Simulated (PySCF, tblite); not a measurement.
# C₂₅H₂₉IN+: electronic excitations, NMR shifts, part 1 of 2

Wanted: electronic excitations, NMR shifts for C₂₅H₂₉IN+ (`CC(C)(C)c1ccc([I+]c2ccc(C(C)(C)C)cc2-c2ccncc2)cc1`).

Programs: tblite 0.8.0 and PySCF 2.14.0, with routines of our own; each step states its level. All values are computed. Atoms count from 0.

## Step 1: The starting structure

56 atoms, charge 1, multiplicity 1; geometry from: force field, distance geometry or constructed start.

## Step 2: Relaxing the molecule with GFN2-xTB

Job settings and geometry (Å):

```
{"job": {"kind": "relax", "xc": "GFN2-xTB", "basis": "xTB"}, "charge": 1, "multiplicity": 1}
C     -7.304200    -0.566700     1.240000
C     -6.759600     0.026000    -0.086000
C     -7.256400     1.475800    -0.191300
C     -7.335200    -0.807800    -1.248300
C     -5.216400     0.006100    -0.146800
C     -4.567600     0.509200    -1.303300
C     -3.170500     0.512400    -1.402100
C     -2.391000     0.006900    -0.355900
I     -0.290000     0.039800    -0.487700
C      1.821100     0.077400    -0.615100
C      2.389600     0.476700    -1.828800
C      3.772800     0.603700    -1.957600
C      4.631600     0.349700    -0.860400
C      6.171400     0.483800    -0.964000
C      6.651100     0.930400    -2.363700
C      6.655900     1.539400     0.061900
C      6.827500    -0.874800    -0.644600
C      4.043800    -0.048100     0.355200
C      2.653600    -0.184800     0.491200
C      2.100200    -0.607500     1.794400
C      1.361700    -1.795300     1.905100
C      0.855600    -2.178700     3.147600
N      1.087700    -1.402900     4.249600
C      1.799600    -0.260800     4.164500
C      2.328400     0.164800     2.941600
C     -3.017200    -0.486900     0.795700
C     -4.404300    -0.488100     0.898700
H     -7.001700    -1.625600     1.363200
H     -6.954200     0.023000     2.114000
H     -8.419400    -0.537100     1.254100
H     -6.988500     1.929800    -1.171100
H     -8.370800     1.520600    -0.100900
H     -6.822200     2.103900     0.612200
H     -7.064900    -0.380800    -2.225000
H     -8.442900    -0.849200    -1.189800
H     -6.945500    -1.850600    -1.203300
H     -5.132400     0.907500    -2.135100
H     -2.694000     0.907500    -2.290100
H      1.756300     0.696000    -2.674000
H      4.145700     0.918900    -2.919900
H      6.358100     0.180500    -3.132700
H      7.767500     1.004400    -2.386100
H      6.242300     1.921700    -2.635400
H      6.444200     1.230800     1.098200
H      6.156100     2.516600    -0.128400
H      7.754800     1.687600    -0.029500
H      7.934400    -0.814600    -0.752800
H      6.451700    -1.655100    -1.339500
H      6.614200    -1.203300     0.393500
H      4.669400    -0.253400     1.218300
H      1.188800    -2.433000     1.040600
H      0.290600    -3.091700     3.243100
H      1.969000     0.334200     5.056900
H      2.895500     1.079400     2.882600
H     -2.408700    -0.867700     1.610300
H     -4.827600    -0.882700     1.811600
```

On the command line:

```bash
OMP_NUM_THREADS=2 python large_run.py task.json out
```

The driver reads the jobs from task.json and runs them one after another.

The log of the run:

```text
step      E/eV     max force
  0   -2028.21177    3.658
  1   -2028.71970    1.292
  2   -2028.90033    0.657
  3   -2028.98535    0.630
  4   -2029.02710    0.662
  5   -2029.07471    0.683
  6   -2029.12666    0.622
  7   -2029.17242    0.484
  8   -2029.20151    0.381
  9   -2029.21859    0.305
 10   -2029.23434    0.213
 11   -2029.24658    0.185
 12   -2029.25274    0.136
 13   -2029.25618    0.113
 14   -2029.25948    0.103
 15   -2029.26291    0.098
 16   -2029.26550    0.095
 17   -2029.26735    0.078
 18   -2029.26919    0.078
 19   -2029.27156    0.108
 20   -2029.27434    0.123
 21   -2029.27696    0.102
 22   -2029.27905    0.095
 23   -2029.28095    0.102
 24   -2029.28330    0.112
 25   -2029.28681    0.148
 26   -2029.29202    0.168
 27   -2029.29879    0.161
 28   -2029.30622    0.190
 29   -2029.31361    0.224
 30   -2029.32211    0.252
 31   -2029.33355    0.261
 32   -2029.34842    0.265
 33   -2029.36703    0.237
 34   -2029.38608    0.224
 35   -2029.40075    0.206
 36   -2029.41369    0.240
 37   -2029.42399    0.211
 38   -2029.43311    0.143
 39   -2029.44177    0.170
 40   -2029.44788    0.214
 41   -2029.45606    0.188
 42   -2029.46265    0.141
 43   -2029.47372    0.174
 44   -2029.47999    0.207
 45   -2029.49212    0.203
 46   -2029.50029    0.146
 47   -2029.50740    0.153
 48   -2029.51286    0.175
 49   -2029.51885    0.161
 50   -2029.52492    0.157
 51   -2029.53081    0.170
 52   -2029.53605    0.151
 53   -2029.54105    0.136
 54   -2029.54692    0.136
 55   -2029.55476    0.167
 56   -2029.56449    0.226
 57   -2029.57405    0.175
 58   -2029.58198    0.138
 59   -2029.58928    0.134
 60   -2029.59732    0.202
 61   -2029.60576    0.206
 62   -2029.61292    0.180
 63   -2029.61870    0.140
 64   -2029.62399    0.148
 65   -2029.62963    0.155
 66   -2029.63517    0.127
 67   -2029.63999    0.117
 68   -2029.64438    0.109
 69   -2029.64893    0.152
 70   -2029.65355    0.119
 71   -2029.65786    0.123
 72   -2029.66183    0.113
 73   -2029.66551    0.116
 74   -2029.66889    0.099
 75   -2029.67190    0.113
 76   -2029.67506    0.125
 77   -2029.67861    0.121
 78   -2029.68223    0.116
 79   -2029.68528    0.117
 80   -2029.68775    0.107
 81   -2029.68995    0.071
 82   -2029.69202    0.075
 83   -2029.69383    0.067
 84   -2029.69551    0.093
 85   -2029.69745    0.096
 86   -2029.69992    0.109
 87   -2029.70262    0.088
 88   -2029.70498    0.085
 89   -2029.70698    0.078
 90   -2029.70897    0.084
 91   -2029.71119    0.092
 92   -2029.71363    0.081
 93   -2029.71613    0.094
 94   -2029.71891    0.094
 95   -2029.72211    0.101
 96   -2029.72562    0.110
 97   -2029.72929    0.117
 98   -2029.73329    0.123
 99   -2029.73798    0.142
100   -2029.74356    0.121
101   -2029.74996    0.146
102   -2029.75726    0.198
103   -2029.76480    0.171
104   -2029.77111    0.148
105   -2029.77432    0.172
106   -2029.77908    0.130
107   -2029.78385    0.102
108   -2029.79250    0.154
109   -2029.80192    0.157
110   -2029.81093    0.149
111   -2029.82056    0.190
112   -2029.82744    0.212
113   -2029.83648    0.209
114   -2029.84388    0.137
115   -2029.85394    0.168
116   -2029.85966    0.171
117   -2029.86755    0.194
118   -2029.87614    0.166
119   -2029.88324    0.120
120   -2029.88777    0.173
121   -2029.89275    0.198
122   -2029.89784    0.128
123   -2029.90252    0.139
124   -2029.90847    0.142
125   -2029.91249    0.104
126   -2029.91605    0.086
127   -2029.91930    0.076
128   -2029.92250    0.112
129   -2029.92632    0.090
130   -2029.93060    0.098
131   -2029.93561    0.122
132   -2029.93941    0.121
133   -2029.94496    0.121
134   -2029.94984    0.114
135   -2029.95403    0.112
136   -2029.95692    0.104
137   -2029.95939    0.076
138   -2029.96170    0.073
139   -2029.96409    0.087
140   -2029.96590    0.082
141   -2029.96824    0.080
142   -2029.97046    0.078
143   -2029.97289    0.109
144   -2029.97555    0.081
145   -2029.97887    0.091
146   -2029.98239    0.098
147   -2029.98546    0.106
148   -2029.98824    0.105
149   -2029.99141    0.093
150   -2029.99516    0.095
151   -2029.99858    0.100
152   -2030.00262    0.098
153   -2030.00651    0.113
154   -2030.01012    0.091
155   -2030.01357    0.081
156   -2030.01611    0.077
157   -2030.01806    0.067
158   -2030.01961    0.069
159   -2030.02169    0.064
160   -2030.02372    0.057
161   -2030.02513    0.054
162   -2030.02658    0.054
163   -2030.02816    0.074
164   -2030.02986    0.079
165   -2030.03158    0.079
166   -2030.03324    0.058
167   -2030.03490    0.062
168   -2030.03618    0.069
169   -2030.03731    0.052
170   -2030.03827    0.042
171   -2030.03917    0.050
172   -2030.04013    0.054
173   -2030.04123    0.056
174   -2030.04242    0.051
175   -2030.04378    0.067
176   -2030.04537    0.066
177   -2030.04730    0.082
178   -2030.04941    0.069
179   -2030.05146    0.062
180   -2030.05337    0.060
181   -2030.05500    0.066
182   -2030.05642    0.076
183   -2030.05784    0.064
184   -2030.05924    0.048
185   -2030.06079    0.059
186   -2030.06174    0.067
187   -2030.06322    0.061
188   -2030.06451    0.057
189   -2030.06573    0.051
190   -2030.06669    0.046
191   -2030.06743    0.048
192   -2030.06823    0.047
193   -2030.06930    0.060
194   -2030.07069    0.056
195   -2030.07224    0.070
196   -2030.07394    0.078
197   -2030.07555    0.061
198   -2030.07710    0.075
199   -2030.07813    0.061
200   -2030.07894    0.049
201   -2030.07963    0.044
202   -2030.08072    0.055
203   -2030.08192    0.078
204   -2030.08373    0.085
205   -2030.08565    0.065
206   -2030.08748    0.077
207   -2030.08922    0.077
208   -2030.09115    0.074
209   -2030.09368    0.077
210   -2030.09658    0.090
211   -2030.09955    0.083
212   -2030.10192    0.103
213   -2030.10425    0.066
214   -2030.10620    0.064
215   -2030.10815    0.070
216   -2030.10990    0.075
217   -2030.11195    0.086
218   -2030.11404    0.080
219   -2030.11616    0.073
220   -2030.11855    0.097
221   -2030.12091    0.073
222   -2030.12337    0.080
223   -2030.12529    0.067
224   -2030.12735    0.087
225   -2030.12994    0.101
226   -2030.13234    0.123
227   -2030.13455    0.094
228   -2030.13662    0.059
229   -2030.13874    0.060
230   -2030.14035    0.061
231   -2030.14238    0.070
232   -2030.14365    0.067
233   -2030.14476    0.076
234   -2030.14625    0.072
235   -2030.14839    0.057
236   -2030.15033    0.072
237   -2030.15173    0.093
238   -2030.15332    0.089
239   -2030.15543    0.070
240   -2030.15745    0.069
241   -2030.15996    0.090
242   -2030.16244    0.087
243   -2030.16520    0.078
244   -2030.16798    0.080
245   -2030.17034    0.070
246   -2030.17235    0.069
247   -2030.17380    0.067
248   -2030.17491    0.054
249   -2030.17592    0.054
250   -2030.17698    0.045
251   -2030.17790    0.041
252   -2030.17867    0.046
253   -2030.17942    0.047
254   -2030.18014    0.046
255   -2030.18097    0.039
256   -2030.18193    0.052
257   -2030.18296    0.062
258   -2030.18396    0.055
259   -2030.18485    0.058
260   -2030.18564    0.055
261   -2030.18634    0.035
262   -2030.18700    0.037
263   -2030.18765    0.037
264   -2030.18829    0.039
265   -2030.18885    0.041
266   -2030.18943    0.042
267   -2030.19008    0.042
268   -2030.19082    0.039
269   -2030.19160    0.043
270   -2030.19234    0.040
271   -2030.19297    0.044
272   -2030.19360    0.037
273   -2030.19427    0.036
274   -2030.19501    0.048
275   -2030.19568    0.047
276   -2030.19636    0.044
277   -2030.19690    0.037
278   -2030.19734    0.035
279   -2030.19771    0.035
280   -2030.19806    0.027
281   -2030.19840    0.028
282   -2030.19873    0.029
283   -2030.19906    0.031
284   -2030.19938    0.024
285   -2030.19969    0.031
286   -2030.19998    0.026
287   -2030.20028    0.030
288   -2030.20058    0.033
289   -2030.20088    0.031
290   -2030.20116    0.026
291   -2030.20140    0.024
292   -2030.20162    0.021
293   -2030.20181    0.021
294   -2030.20196    0.020
```

It took 12 s on 2 threads of Arm Neoverse V1, shared host; peak memory 0.19 GiB.

Step by step:

```tsv
step	energy from step 0 (eV)	largest force (eV/Å)
0	0.0000	3.6579
1	-0.5079	1.2922
2	-0.6886	0.6573
3	-0.7736	0.6307
4	-0.8153	0.6616
5	-0.8629	0.6830
6	-0.9149	0.6225
7	-0.9607	0.4842
8	-0.9897	0.3810
33	-1.1553	0.2372
59	-1.3775	0.1338
84	-1.4837	0.0929
110	-1.5992	0.1495
136	-1.7452	0.1043
161	-1.8134	0.0536
187	-1.8515	0.0611
213	-1.8925	0.0662
238	-1.9416	0.0893
264	-1.9765	0.0387
290	-1.9894	0.0267
291	-1.9896	0.0242
292	-1.9899	0.0217
293	-1.9900	0.0206
294	-1.9902	0.0199
```

Close pairs (by a distance rule), those that changed most:

```tsv
bond	before (Å)	after (Å)	change (Å)
C7–I8	2.105	2.158	+0.053
I8–C9	2.115	2.167	+0.052
C21–N22	1.368	1.320	-0.048
C14–H41	1.119	1.086	-0.033
C12–C13	1.549	1.517	-0.032
C2–H31	1.119	1.087	-0.032
C0–H29	1.116	1.087	-0.029
N22–C23	1.348	1.320	-0.028
```

The next job starts from the end point, and lists it.

## Step 3: Harmonic vibrations with GFN2-xTB

Job settings and geometry (Å):

```
{"job": {"kind": "ir", "xc": "GFN2-xTB", "basis": "xTB"}, "charge": 1, "multiplicity": 1}
C     -4.879394     0.274212     2.161479
C     -4.733173     0.648564     0.679485
C     -4.492307     2.157835     0.579793
C     -6.030316     0.299361    -0.067625
C     -3.612799    -0.149013     0.040168
C     -2.683886     0.428392    -0.823423
C     -1.680722    -0.318451    -1.417260
C     -1.607017    -1.664068    -1.121380
I      0.008020    -2.821417    -1.963998
C      1.639939    -1.486811    -1.462957
C      2.565455    -1.215123    -2.452875
C      3.606423    -0.347214    -2.175571
C      3.731046     0.262404    -0.927895
C      4.899026     1.167631    -0.586419
C      5.520441     1.798821    -1.836141
C      4.473793     2.296697     0.361347
C      5.946622     0.283394     0.109393
C      2.773863    -0.041890     0.035347
C      1.723000    -0.923059    -0.196994
C      0.749121    -1.191906     0.874484
C      0.490954    -2.487625     1.315550
C     -0.470336    -2.667863     2.300112
N     -1.152299    -1.673880     2.837620
C     -0.881205    -0.442176     2.446571
C      0.059167    -0.141696     1.474364
C     -2.516962    -2.289851    -0.291908
C     -3.514575    -1.520211     0.275897
H     -5.254159    -0.736416     2.292019
H     -3.926062     0.356306     2.676623
H     -5.585311     0.949401     2.637555
H     -4.527767     2.499499    -0.451605
H     -5.271355     2.685546     1.123414
H     -3.533493     2.429578     1.016142
H     -5.953613     0.575516    -1.116844
H     -6.864803     0.840479     0.370505
H     -6.241759    -0.765254    -0.007934
H     -2.726444     1.479423    -1.054560
H     -0.973276     0.151852    -2.082938
H      2.481775    -1.668438    -3.428616
H      4.319922    -0.152168    -2.957765
H      5.993766     1.056529    -2.472714
H      6.290829     2.504270    -1.537374
H      4.771562     2.338657    -2.410812
H      4.218828     1.925705     1.349833
H      3.623332     2.840218    -0.043662
H      5.297464     2.994599     0.482226
H      6.818236     0.878830     0.366965
H      6.263915    -0.524457    -0.545962
H      5.543894    -0.151700     1.021029
H      2.834441     0.393407     1.019772
H      1.050328    -3.327884     0.929662
H     -0.701295    -3.655027     2.676068
H     -1.441571     0.341430     2.937900
H      0.244782     0.878379     1.177168
H     -2.456310    -3.346272    -0.082298
H     -4.222377    -2.009424     0.924058
```

The log of the run:

```text
mode    cm-1     km/mol
  1     -28.6      0.01
  2     -21.8      0.06
  3      11.1      0.21
  4      31.7      0.27
  5      39.4      0.16
  6      55.8      0.18
  7      60.6      0.92
  8      72.0      0.19
  9      75.5      0.09
 10      91.9      0.35
 11     120.1      0.59
 12     130.4      0.27
 13     158.1      0.31
 14     164.8      0.12
 15     173.9      0.36
 16     183.5      0.11
 17     186.8      0.46
 18     208.4      0.42
 19     222.0      0.29
 20     224.2      0.36
 21     240.5      0.13
 22     250.0      0.08
 23     264.8      0.02
 24     277.5      0.64
 25     285.2      0.55
 26     302.2      0.22
 27     318.1      0.64
 28     325.8      0.86
 29     330.8      0.69
 30     333.2      0.77
 31     334.6      0.24
 32     364.3      2.11
 33     369.5      0.67
 34     381.5      2.52
 35     386.9      2.13
 36     403.4      1.92
 37     416.7      1.21
 38     444.3      1.77
 39     457.6      0.23
 40     462.5      1.79
 41     511.4      5.30
 42     541.0      1.99
 43     556.0      6.47
 44     560.6      5.55
 45     588.5      3.86
 46     588.9      0.12
 47     607.3      2.83
 48     635.6      0.60
 49     667.3      2.03
 50     669.8      3.06
 51     683.3      2.92
 52     708.2      4.32
 53     724.7     11.26
 54     796.6     17.42
 55     803.9     16.55
 56     810.3     12.29
 57     820.8     11.85
 58     843.7      0.53
 59     874.3      0.75
 60     875.1      0.30
 61     886.4      1.44
 62     891.3      1.28
 63     903.5      0.04
 64     912.9      0.36
 65     916.4      0.74
 66     918.2      0.26
 67     926.1      0.29
 68     957.1     51.17
 69     958.3      2.75
 70     960.2     20.12
 71     962.1     14.96
 72     963.1      6.18
 73     963.9     16.27
 74     966.4      0.59
 75     966.5      0.22
 76    1001.8      6.37
 77    1027.2      2.96
 78    1028.6      1.55
 79    1036.9      0.14
 80    1038.9      0.01
 81    1078.4      0.50
 82    1089.8      4.32
 83    1096.6      3.36
 84    1113.8      0.13
 85    1134.2     43.99
 86    1135.4     31.46
 87    1142.2      5.79
 88    1166.4      2.47
 89    1195.9      1.30
 90    1201.2      4.51
 91    1218.9      4.97
 92    1220.5      5.67
 93    1232.6      4.22
 94    1232.7      3.34
 95    1239.1      4.63
 96    1252.4     31.02
 97    1255.1      0.21
 98    1256.5      1.94
 99    1274.0      4.56
100    1278.1     13.87
101    1293.7      3.15
102    1313.3      5.75
103    1323.8      1.36
104    1366.6     10.42
105    1385.9      3.12
106    1386.7     11.04
107    1405.7      8.13
108    1406.2      7.94
109    1410.2      9.60
110    1410.5     10.54
111    1426.9     21.66
112    1431.2      1.53
113    1431.3      2.40
114    1437.0     41.80
115    1472.3      9.15
116    1483.0      0.85
117    1483.8      0.85
118    1486.1      0.80
119    1486.8      1.74
120    1489.5      1.29
121    1492.3      1.15
122    1503.5      9.84
123    1505.2      7.89
124    1507.2      9.18
125    1508.4      8.35
126    1519.8     11.02
127    1522.8     13.06
128    1543.1     15.48
129    1553.3      2.17
130    1554.1     12.80
131    1567.0     13.95
132    1570.2     11.06
133    1571.5     38.02
134    3032.2     21.16
135    3035.2      9.34
136    3035.4      1.30
137    3038.7      3.24
138    3039.7     40.30
139    3040.6     34.65
140    3042.0     10.76
141    3043.0     25.30
142    3044.1     11.16
143    3046.8     38.21
144    3048.4     13.07
145    3049.1      7.62
146    3053.0     44.61
147    3053.0     10.92
148    3057.7     37.99
149    3059.6     23.96
150    3061.5     22.19
151    3062.8     33.15
152    3067.6      9.72
153    3069.5      3.36
154    3077.0     12.81
155    3088.9      3.08
156    3092.1      0.71
157    3097.0      0.48
158    3100.3      9.31
159    3114.4      1.73
160    3123.0      0.85
161    3126.7      1.65
162    3131.8      1.64
```

Wall time 10 s (2 threads of Arm Neoverse V1, shared host); peak memory 0.19 GiB.

The strongest bands and the atoms that carry them (share of the mass-weighted mode):

```tsv
cm⁻¹	km/mol	atoms
957	51.2	C26 10 %
1134	44.0	C4 31 %
1437	41.8	C25 20 %, C6 18 %, C4 12 %
1572	38.0	C23 11 %
3040	40.3	H33 46 %, H30 27 %
3047	38.2	H43 40 %, H40 34 %
3053	44.6	H46 44 %, H34 15 %, H28 14 %
3058	38.0	H31 68 %
```

(Continued in part 2 of 2.)
